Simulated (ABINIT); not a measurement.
# NbTe (P-6m2) in ABINIT: single point with LDA

Aim: the single point of NbTe with LDA.

All numbers are computed with ABINIT 10.8.3 (patched build); they aren't measurements. Logs are shortened: lines on timing, memory, paths and dates and some standing lists are left out, and cuts for length are marked. The log counts tension as positive stress, the text compression.

### Step 1. The crystal as given

Symmetry: P-6m2, No. 187, hexagonal system. Conventional cell: a = 3.703 Å, b = 3.703 Å, c = 3.694 Å, α = 90.00°, β = 90.00°, γ = 120.00°. Te (site symmetry -6m2) has 6 Nb at 2.83 Å as nearest neighbours. Around Nb (site symmetry -6m2) lie 6 Te at 2.83 Å.

The cell comes from a database or a generator and needn't be the stable form of this composition.

### Step 2. Single point, LDA

Input file run.abi:

```
# Pseudopotentials
pp_dirpath "./"
pseudos "Te.upf, Nb.upf"

# Structure
acell 3*1.0 Angstrom
rprim
     3.7029743866     0.0000000000     0.0000000000
    -1.8514871933     3.2068698884     0.0000000000
     0.0000000000     0.0000000000     3.6942110000
ntypat 2
znucl 52 41
natom 2
typat 1 2
xcart
     3.4988037189     2.0200352686     0.0000000000
     0.0000000000     0.0000000000     3.4905235183

# Plane-wave basis
ecut 35.0

# k points
kptopt 1
ngkpt 6 6 5
nshiftk 1
shiftk 0.0 0.0 0.0

# Exchange and correlation
ixc 7

# Bands and occupations
nband 19
occopt 3
tsmear 0.00183747

# SCF cycle
nstep 100
tolvrs 1.0e-10

# Output
iomode 3
prtwf 0
prteig 0
prtebands 0
enunit 2
prtden 1
prtvha 1
prtvclmb 1
prtpot 1
prtelf 1
```

Potentials or basis: PseudoDojo NC SR LDA v0.4.1 standard.

Launch:

```console
mpirun --bind-to none -np 4 abinit run.abi > log 2>&1
```

run.abo:

```text
.Version 10.8.3 of ABINIT
 Symmetries : space group P-6 m 2 (#187); Bravais hP (primitive hexag.)
================================================================================
 Values of the parameters that define the memory need of the present run
     intxc =       0    ionmov =       0      iscf =       7    lmnmax =       6
     lnmax =       6     mgfft =      40  mpssoang =       3    mqgrid =    3001
     natom =       2  nloc_mem =       1    nspden =       1   nspinor =       1
    nsppol =       1      nsym =      12    n1xccc =    2501    ntypat =       2
    occopt =       3   xclevel =       1
       mpw =        2946          nfft =       64000          nkpt =          21
================================================================================
================================================================================

--------------------------------------------------------------------------------
------------- Echo of variables that govern the present computation ------------
--------------------------------------------------------------------------------
 -outvars: echo values of preprocessed input variables --------
            acell      1.8897261259E+00  1.8897261259E+00  1.8897261259E+00 Bohr
              amu      1.27600000E+02  9.29063800E+01
             ecut      3.50000000E+01 Hartree
           enunit           2
              ixc           7
         kptrlatt        6    0    0      0    6    0      0    0    5
          kptrlen      3.49052352E+01
            natom           2
            nband          19
            ngfft          40      40      40
             nkpt          21
            nstep         100
             nsym          12
           ntypat           2
           occopt           3
        prtebands           0
           prteig           0
           prtelf           1
           prtpot           1
         prtvclmb           1
           prtvha           1
            prtwf           0
            rprim      3.7029743866E+00  0.0000000000E+00  0.0000000000E+00
                      -1.8514871933E+00  3.2068698884E+00  0.0000000000E+00
                       0.0000000000E+00  0.0000000000E+00  3.6942110000E+00
          spgroup         187
           tolvrs      1.00000000E-10
           tsmear      1.83747000E-03 Hartree
            typat      1  2
           xangst      1.8514871922E+00  1.0689566286E+00  0.0000000000E+00
                      -1.0915240644E-09 -8.2841867020E-10  1.8471055000E+00
            xcart      3.4988037189E+00  2.0200352686E+00  0.0000000000E+00
                      -2.0626815415E-09 -1.5654844043E-09  3.4905235207E+00
             xred      6.6666666624E-01  3.3333333308E-01  0.0000000000E+00
                      -4.2393266675E-10 -2.5832624928E-10  5.0000000000E-01
            znucl       52.00000   41.00000

================================================================================

 chkinp: Checking input parameters for consistency.

================================================================================
== DATASET  1 ==================================================================

--- !DatasetInfo
iteration_state: {dtset: 1, }
dimensions: {natom: 2, nkpt: 21, mband: 19, nsppol: 1, nspinor: 1, nspden: 1, mpw: 2946, }
cutoff_energies: {ecut:  35.0, pawecutdg:  -1.0, }
electrons: {nelect:   2.90000000E+01, charge:   0.00000000E+00, occopt:   3.00000000E+00, tsmear:   1.83747000E-03, }
meta: {optdriver: 0, ionmov: 0, optcell: 0, iscf: 7, paral_kgb: 0, }
...

 Exchange-correlation functional for the present dataset will be:
  LDA: Perdew-Wang 92 LSD fit to Ceperley-Alder data - ixc=7
  J.P.Perdew and Y.Wang, PRB 45, 13244 (1992)

 Real(R)+Recip(G) space primitive vectors, cartesian coordinates (Bohr,Bohr^-1):
 R(1)=  6.9976074  0.0000000  0.0000000  G(1)=  0.1429060  0.0825068  0.0000000
 R(2)= -3.4988037  6.0601058  0.0000000  G(2)=  0.0000000  0.1650136  0.0000000
 R(3)=  0.0000000  0.0000000  6.9810470  G(3)=  0.0000000  0.0000000  0.1432450
 Unit cell volume ucvol=  2.9603997E+02 bohr^3
 Angles (23,13,12)=  9.00000000E+01  9.00000000E+01  1.20000000E+02 degrees

 getcut: wavevector=  0.0000  0.0000  0.0000  ngfft=  40  40  40
         ecut(hartree)=     35.000   => boxcut(ratio)=   2.14640

--- Pseudopotential description ------------------------------------------------
- pspini: atom type   1  psp file is ./Te.upf
12 -1012 2 -1 1278                            pspcod,pspxc,lmax,lloc,mmax
     nproj     2     2     2

- pspini: atom type   2  psp file is ./Nb.upf
12 -1012 2 -1 1640                            pspcod,pspxc,lmax,lloc,mmax
     nproj     2     2     2

   1.50140321E+03                                ecore*ucvol(ha*bohr**3)
--------------------------------------------------------------------------------

================================================================================

--- !BeginCycle
iteration_state: {dtset: 1, }
solver: {iscf: 7, nstep: 100, nline: 4, wfoptalg: 0, }
tolerances: {tolvrs: 1.00E-10, }
...

     iter   Etot(hartree)      deltaE(h)  residm     vres2
 ETOT  1  -166.86647656250    -1.669E+02 1.155E-01 2.258E+02
 ETOT  2  -166.93832802824    -7.185E-02 2.407E-02 3.313E+02
 ETOT  3  -166.99048687078    -5.216E-02 2.164E-02 9.434E-01
 ETOT  4  -166.99068628028    -1.994E-04 1.234E-03 2.259E-03
 ETOT  5  -166.99068697145    -6.912E-07 3.545E-04 2.219E-04
 ETOT  6  -166.99068701107    -3.962E-08 2.368E-05 4.555E-06
 ETOT  7  -166.99068701203    -9.670E-10 7.412E-06 1.420E-07
 ETOT  8  -166.99068701205    -1.347E-11 3.155E-06 3.616E-08
 ETOT  9  -166.99068701205    -5.315E-12 9.456E-07 3.433E-10
 ETOT 10  -166.99068701205     1.705E-13 4.325E-07 1.007E-12

 At SCF step   10       vres2   =  1.01E-12 < tolvrs=  1.00E-10 =>converged.

 Compute ELF
--------------------------------------------------------------------------------

 Compute kinetic energy density

 Compute gradient of the electron density
 Electron Localization Function (ELF) [min:0;max:1]
)     Maximum=    8.4757E-01  at reduced coord.    0.1250    0.1000    0.6000
)     Minimum=    6.6611E-08  at reduced coord.    0.6500    0.3250    0.0000
   Integrated=    1.0357E+02

--------------------------------------------------------------------------------
 End of ELF section

 Cartesian components of stress tensor (hartree/bohr^3)
  sigma(1 1)=  2.52048996E-04  sigma(3 2)=  0.00000000E+00
  sigma(2 2)=  2.52048995E-04  sigma(3 1)=  0.00000000E+00
  sigma(3 3)=  2.85724547E-04  sigma(2 1)=  0.00000000E+00

--- !ResultsGS
iteration_state: {dtset: 1, }
comment   : Summary of ground state results
lattice_vectors:
- [  6.9976074,   0.0000000,   0.0000000, ]
- [ -3.4988037,   6.0601058,   0.0000000, ]
- [  0.0000000,   0.0000000,   6.9810470, ]
lattice_lengths: [   6.99761,    6.99761,    6.98105, ]
lattice_angles: [ 90.000,  90.000, 120.000, ] # degrees, (23, 13, 12)
lattice_volume:   2.9603997E+02
convergence: {deltae:  1.705E-13, res2:  1.007E-12, residm:  4.325E-07, diffor: null, }
etotal    :  -1.66990687E+02
entropy   :   0.00000000E+00
fermie    :   4.12915049E-01
cartesian_stress_tensor: # hartree/bohr^3
- [  2.52048996E-04,   0.00000000E+00,   0.00000000E+00, ]
- [  0.00000000E+00,   2.52048995E-04,   0.00000000E+00, ]
- [  0.00000000E+00,   0.00000000E+00,   2.85724547E-04, ]
pressure_GPa:  -7.7458E+00
xred      :
- [  6.6667E-01,   3.3333E-01,   0.0000E+00, Te]
- [ -4.2393E-10,  -2.5833E-10,   5.0000E-01, Nb]
cartesian_forces: # hartree/bohr
- [  1.23134440E-27,  -7.10917019E-28,  -0.00000000E+00, ]
- [ -1.23134440E-27,   7.10917019E-28,  -0.00000000E+00, ]
force_length_stats: {min:   1.42183404E-27, max:   1.42183404E-27, mean:   1.42183404E-27, }
...

 Integrated electronic density in atomic spheres:
 ------------------------------------------------
 Atom  Sphere_radius  Integrated_density
    1        2.00000         12.00404238
    2        2.00000          9.47939736
================================================================================

 ----iterations are completed or convergence reached----

 Mean square residual over all n,k,spin=   26.729E-10; max=  43.249E-08
 reduced coordinates (array xred) for    2 atoms
       0.666666666243      0.333333333075      0.000000000000
      -0.000000000424     -0.000000000258      0.500000000000
 rms dE/dt=  9.9494E-27; max dE/dt=  1.7233E-26; dE/dt below (all hartree)
    1       0.000000000000      0.000000000000      0.000000000000
    2       0.000000000000     -0.000000000000      0.000000000000

 cartesian coordinates (angstrom) at end:
    1      1.85148719220848     1.06895662863825     0.00000000000000
    2     -0.00000000109152    -0.00000000082842     1.84710550000000

 cartesian forces (hartree/bohr) at end:
    1      0.00000000000000    -0.00000000000000    -0.00000000000000
    2     -0.00000000000000     0.00000000000000    -0.00000000000000
 frms,max,avg= 8.2089626E-28 1.2313444E-27   0.000E+00  0.000E+00  0.000E+00 h/b

 cartesian forces (eV/Angstrom) at end:
    1      0.00000000000000    -0.00000000000000    -0.00000000000000
    2     -0.00000000000000     0.00000000000000    -0.00000000000000
 frms,max,avg= 4.2212183E-26 6.3318275E-26   0.000E+00  0.000E+00  0.000E+00 e/A
 length scales=  1.889726125908  1.889726125908  1.889726125908 bohr
              =  1.000000000000  1.000000000000  1.000000000000 angstroms
 Fermi (or HOMO) energy (hartree) =   0.41292   Average Vxc (hartree)=  -0.44650
 Eigenvalues (hartree) for nkpt=  21  k points:
 kpt#   1, nband= 19, wtk=  0.00556, kpt=  0.0000  0.0000  0.0000 (reduced coord)
  -1.62830   -0.98658   -0.98658   -0.98653   -0.98643   -0.98643   -0.75530   -0.74782
  -0.74782   -0.11711    0.29327    0.29327    0.29959    0.32244    0.41552    0.41552
   0.49815    0.49815    0.50998
      occupation numbers for kpt#   1
   2.00000    2.00000    2.00000    2.00000    2.00000    2.00000    2.00000    2.00000
   2.00000    2.00000    2.00000    2.00000    2.00000    2.00000    0.38958    0.38958
   0.00000    0.00000    0.00000
 prteigrs : prtvol=0 or 1, do not print more k-points.

 Fermi (or HOMO) energy (eV) =  11.23599   Average Vxc (eV)= -12.14988
 Eigenvalues (   eV  ) for nkpt=  21  k points:
 kpt#   1, nband= 19, wtk=  0.00556, kpt=  0.0000  0.0000  0.0000 (reduced coord)
 -44.30833  -26.84611  -26.84611  -26.84485  -26.84225  -26.84225  -20.55268  -20.34933
 -20.34933   -3.18684    7.98040    7.98040    8.15222    8.77412   11.30695   11.30695
  13.55539   13.55539   13.87735
 prteigrs : prtvol=0 or 1, do not print more k-points.

--- !EnergyTerms
iteration_state     : {dtset: 1, }
comment             : Components of total free energy in Hartree
kinetic             :  7.51587366664705E+01
hartree             :  3.10038544041974E+01
xc                  : -3.73454209849978E+01
Ewald energy        : -1.13449069680396E+02
psp_core            :  5.07162335549718E+00
local_psp           : -1.06252888646899E+02
non_local_psp       : -2.11769647142414E+01
internal            : -1.66990129600369E+02
'-kT*entropy'       : -5.57411683567265E-04
total_energy        : -1.66990687012052E+02
total_energy_eV     : -4.54404808376668E+03
band_energy         : -1.52625090332581E+01
...

 Cartesian components of stress tensor (hartree/bohr^3)
  sigma(1 1)=  2.52048996E-04  sigma(3 2)=  0.00000000E+00
  sigma(2 2)=  2.52048995E-04  sigma(3 1)=  0.00000000E+00
  sigma(3 3)=  2.85724547E-04  sigma(2 1)=  0.00000000E+00

-Cartesian components of stress tensor (GPa)         [Pressure= -7.7458E+00 GPa]
- sigma(1 1)=  7.41553748E+00  sigma(3 2)=  0.00000000E+00
- sigma(2 2)=  7.41553746E+00  sigma(3 1)=  0.00000000E+00
- sigma(3 3)=  8.40630640E+00  sigma(2 1)=  0.00000000E+00

== END DATASET(S) ==============================================================
================================================================================

 -outvars: echo values of variables after computation  --------
            acell      1.8897261259E+00  1.8897261259E+00  1.8897261259E+00 Bohr
           etotal     -1.6699068701E+02
            fcart      1.2313443967E-27 -7.1091701891E-28 -0.0000000000E+00
                      -1.2313443967E-27  7.1091701891E-28 -0.0000000000E+00
            rprim      3.7029743866E+00  0.0000000000E+00  0.0000000000E+00
                      -1.8514871933E+00  3.2068698884E+00  0.0000000000E+00
                       0.0000000000E+00  0.0000000000E+00  3.6942110000E+00
           strten      2.5204899584E-04  2.5204899539E-04  2.8572454687E-04
                       0.0000000000E+00  0.0000000000E+00  0.0000000000E+00
           xangst      1.8514871922E+00  1.0689566286E+00  0.0000000000E+00
                      -1.0915240644E-09 -8.2841867020E-10  1.8471055000E+00
             xred      6.6666666624E-01  3.3333333308E-01  0.0000000000E+00
                      -4.2393266675E-10 -2.5832624928E-10  5.0000000000E-01
 Calculation completed.
```

Wall time 14 s (4 MPI ranks of Arm Neoverse V1, shared host); peak memory 0.28 GiB.

Results:

```yaml
Free_energy: -4544.0481 eV
Band_gap_on_the_k_mesh: none (metal or under the smearing width)
Valence_electrons_inside_the_program's_atomic_spheres: Te 12.00; Nb 9.48
```

Caveat: the cutoff is too short for stress, so the log's stress isn't used.
